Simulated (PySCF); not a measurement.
# C2H5Cl3NTa (Ta(NEt)Cl3): the cost of one run

Computed with PySCF 2.14.0 and routines of our own; the level stands in each step. Atoms count from 0.

## 1. The system as given

12 atoms, charge 0, multiplicity 1; geometry from: GFN2-xTB.

## 2. Optimising the geometry at PBE0-D3(BJ)/def2-SVP

The job: settings as JSON, then the geometry in Å.

```
{"job": {"xc": "PBE0", "basis": "def2-SVP", "d3": "d3bj", "grid": 1, "maxiter": 30, "shake": 0.03, "kind": "geom"}, "charge": 0, "multiplicity": 1}
Ta     0.548030    -0.054570    -2.009770
N      0.549460    -0.005140    -0.250510
C      0.437560    -0.012330     1.133290
C     -0.864790    -0.016980     1.611020
H      1.010430    -0.913610     1.510630
H      0.990020     0.899840     1.551780
H     -0.992670    -0.041630     2.707060
H     -1.425930     0.874800     1.225650
H     -1.461340    -0.891000     1.280560
Cl     2.492330     0.028290    -2.970350
Cl    -0.608560     1.784160    -2.851040
Cl    -0.559060    -1.734590    -2.887320
```

Run with:

```
OMP_NUM_THREADS=1 python heavy_run.py task.json out
```

The driver reads the jobs from task.json and runs them one after another.

**Question.** How long does this first job take on 1 thread of AMD EPYC 7B13, shared host, and how much memory does it need?

About 3.3 min, with a peak of 0.62 GiB.
